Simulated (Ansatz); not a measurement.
**CH5NOSSi: up Jacob's ladder to CCSD(T)**

How much do the methods differ for CH5NOSSi? The plan is to run it at one geometry with functionals of several rungs and with coupled cluster, and see how far each lands from CCSD(T) at the basis-set limit for the atomisation energy.

The runs use Ansatz 0.2.0, Gaussian basis; functionals in def2-TZVPP, the program's frozen cores in correlated methods.

Plan: LDA (SPW92), PBE-D4, revPBE-D4, BLYP-D4, r2SCAN-D4, B97M-V, PBE0-D4, B3LYP-D4, r2SCANh-D4, r2SCAN0-D4, HSE06-D4, BHLYP-D4, CAM-B3LYP-D4, LC-ωPBE, ωB97X-V, ωB97M-V, B2PLYP, PBE-QIDH; CCSD(T)/def2-SVP; CCSD(T)/def2-TZVPP; MP2/def2-QZVPP; extrapolation to the limit; RPA on PBE.

### Step 1. Structure used throughout

The geometry comes from an earlier relaxation with PBE0-D4 in a triple-zeta def2 set; it is a stationary point, not always the lowest conformer.

SMILES `N[SiH](O)C=S`, 10 atoms, charge 0, spin multiplicity 1.

Atoms are counted from 1 here; the program's logs count them from 0.

Bond lengths: N1–Si2 1.704 Å, N1–H6 1.008 Å, N1–H7 1.007 Å, Si2–O3 1.644 Å, Si2–C4 1.883 Å, Si2–H8 1.487 Å, O3–H9 0.959 Å, C4–S5 1.612 Å, C4–H10 1.094 Å. Angles: Si2–N1–H6 120.5°, Si2–N1–H7 118.6°, H6–N1–H7 110.7°, N1–Si2–O3 111.6°, N1–Si2–C4 115.6°, N1–Si2–H8 105.8°, O3–Si2–C4 102.2°, O3–Si2–H8 113.2°, C4–Si2–H8 108.7°, Si2–O3–H9 116.6°, Si2–C4–S5 121.9°, Si2–C4–H10 119.2°, S5–C4–H10 118.8°.

Geometry (Å):

```xyz
10
CH5NOSSi
N    -1.4151   -0.3293    0.5259
Si    0.1811   -0.4489   -0.0587
O     1.2543   -0.7101    1.1591
C     0.8683    1.1058   -0.8686
S    -0.0662    2.1101   -1.7157
H    -1.6951    0.4582    1.0900
H    -2.1702   -0.6266   -0.0708
H     0.1613   -1.5413   -1.0666
H     1.0279   -1.3946    1.7911
H     1.9368    1.3253   -0.7826
```

### Step 2. LDA

This LDA is Slater exchange with PW92 correlation.

in.yaml

```yaml
crystal:
  periodic: [false, false, false]
  atoms:
    - {symbol: N, position_ang: [-1.415071, -0.329289, 0.525905]}
    - {symbol: Si, position_ang: [0.181115, -0.448860, -0.058671]}
    - {symbol: O, position_ang: [1.254255, -0.710128, 1.159094]}
    - {symbol: C, position_ang: [0.868266, 1.105825, -0.868587]}
    - {symbol: S, position_ang: [-0.066209, 2.110134, -1.715688]}
    - {symbol: H, position_ang: [-1.695075, 0.458164, 1.089953]}
    - {symbol: H, position_ang: [-2.170249, -0.626602, -0.070796]}
    - {symbol: H, position_ang: [0.161319, -1.541322, -1.066605]}
    - {symbol: H, position_ang: [1.027905, -1.394552, 1.791088]}
    - {symbol: H, position_ang: [1.936844, 1.325328, -0.782591]}
basis:
  gaussian: {orbitals: def2-TZVPP}
hamiltonian: {xc: lda}
output: {orbitals: {seedname: orbitals}}
```

Started as:

```console
$ ansatz run in.yaml --threads 4 --pin off --events-out ev --progress --plain --max-ram 10444MiB
```

Further steps of the session: PBE-D4 (GGA); revPBE-D4 (GGA); BLYP-D4 (GGA); r2SCAN-D4 (meta-GGA); B97M-V (meta-GGA); PBE0-D4 (hybrid); B3LYP-D4 (hybrid); r2SCANh-D4 (hybrid); r2SCAN0-D4 (hybrid); HSE06-D4 (hybrid); BHLYP-D4 (hybrid); CAM-B3LYP-D4 (range-separated); LC-ωPBE (range-separated); ωB97X-V (range-separated); ωB97M-V (range-separated); B2PLYP (double hybrid); PBE-QIDH (double hybrid); CCSD(T) in def2-SVP; CCSD(T) in def2-TZVPP; MP2 in def2-QZVPP; RPA on PBE orbitals.

**Question.** What will the summary of the whole plan be? Wanted: atomisation energy, CCSD(T)/CBS; farthest beyond LDA; mean size of error, GGA; mean size of error, meta-GGA; mean size of error, hybrid; mean size of error, range-separated; mean size of error, double hybrid; gap, smallest and largest; T1 diagnostic.

The runs gave:

| quantity | value |
| --- | --- |
| atomisation energy, CCSD(T)/CBS | 3670.6 kJ/mol |
| functionals within 18.4 kJ/mol (0.5 %) | BLYP-D4, r2SCAN-D4, B97M-V, B3LYP-D4, CAM-B3LYP-D4, ωB97X-V, ωB97M-V |
| farthest beyond LDA | BHLYP-D4 (-149.6 kJ/mol) |
| mean size of error, GGA | 34.2 kJ/mol |
| mean size of error, meta-GGA | 11.7 kJ/mol |
| mean size of error, hybrid | 60.9 kJ/mol |
| mean size of error, range-separated | 17.6 kJ/mol |
| mean size of error, double hybrid | 59.0 kJ/mol |
| gap, smallest and largest | 1.43 eV (LDA (SPW92)), 8.67 eV (LC-ωPBE) |
| T1 diagnostic | 0.0140 |
| triples share of the correlation energy | 4.2 % |

In words: LDA overbinds by 548.7 kJ/mol (15 %). PBE-D4 is off by +60.8 kJ/mol. Double hybrids carry the basis error of their MP2 part in triple zeta, and no dispersion term here, so their miss is partly the set-up's. The rungs meta-GGA, range-separated miss on average by less than the doubt on the reference (18.4 kJ/mol), so they tie. The reference freezes the cores and leaves out relativity and excitations past (T), so misses under about 18.4 kJ/mol can't be ranked. Hartree-Fock recovers 68 % of the binding; the rest is correlation. CCSD(T) in def2-SVP is off by -317.8 kJ/mol, so the small basis spoils what the method gains. Orbital gaps span 1.4 to 8.7 eV; exact exchange widens them. The restricted reference is unstable towards a spin-broken one.
